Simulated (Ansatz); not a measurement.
# Cd2Ga: a trial structure relaxed

Aim: relax Cd2Ga from this start, CaC2 type (I4/mmm, No. 139), and see where it ends.

Program: Ansatz 0.2.0. Level of theory: DFT r2SCAN, scalar-relativistic, plane waves, PAW. These are calculated values, not measurements.

## 1. Starting point

The structure is tetragonal, space group I4/mmm (No. 139). Conventional cell: a = 4.377 Å, b = 4.377 Å, c = 7.179 Å, α = 90.00°, β = 90.00°, γ = 90.00°. Cd (site symmetry 4mm) has 1 Cd at 1.34 Å as nearest neighbours. Ga (site symmetry 4/mmm) has 10 Cd at 2.92 to 3.17 Å as nearest neighbours.

As a file:

```xyz
3
Lattice="-2.1885 2.1885 3.5893 2.1885 -2.1885 3.5893 2.1885 2.1885 -3.5893" Properties=species:S:1:pos:R:3 pbc="T T T"
Cd    0.0000    0.0000    4.2570
Cd    0.0000    0.0000    2.9217
Ga    0.0000    0.0000    0.0000
```

(A quick probe on a coarse mesh, which set the mesh and smearing, is not shown.)

## 3. Coarse relaxation

File input.yaml:

```yaml
crystal:
  lattice:
    - [-2.1884874714, 2.1884874714, 3.5893444904]
    - [2.1884874714, -2.1884874714, 3.5893444904]
    - [2.1884874714, 2.1884874714, -3.5893444904]
  atoms:
    - { symbol: Cd, position: [0.593, 0.593, 0.0] }
    - { symbol: Cd, position: [0.407, 0.407, 0.0] }
    - { symbol: Ga, position: [0.0, 0.0, 0.0] }
basis:
  ecutwfc: 500
kpoints:
  mp_grid: { grid: [6, 6, 6] }
hamiltonian:
  xc: r2scan
scf:
  occupations: { method: gaussian, width: 0.1 }
  lower_state_search: "off"
output:
  forces: true
  stress: true
  eigenvalues: true
relax:
  adjacent_minimum: "off"
  f_tol: 0.04
  max_steps: 70
  cell: { stress_tol: 0.4 }
```

Launch:

```bash
$ ansatz run input.yaml --threads 1 --pin off --max-ram 2560MiB --backend cpu --events-out ev --progress --plain --runs-dir out
```

Further runs follow: the relaxation.

What does the calculation give?

**Answer**, as computed:

Formation energies count from the elements, computed with the same settings in runs not shown here.

```
                          quantity                                                                      value
               cell (conventional)  a = 3.958 Å, b = 3.958 Å, c = 8.181 Å, α = 90.00°, β = 90.00°, γ = 90.00°
                       space group                                                           I4/mmm (No. 139)
                            volume                                                              21.36 Å³/atom
                   gap on the mesh                                                               none (metal)
formation energy from the elements                                                             +0.100 eV/atom
```

The space group stayed I4/mmm, and from the first guess the volume went from 22.92 to 21.36 Å³/atom. The formation energy of +0.10 eV/atom is positive, so the elements lie lower than this structure; another structure of the compound can lie lower. Where forces pass 15 eV/Å atoms stand far too close, the PAW spheres overlap strongly and those numbers are rough.
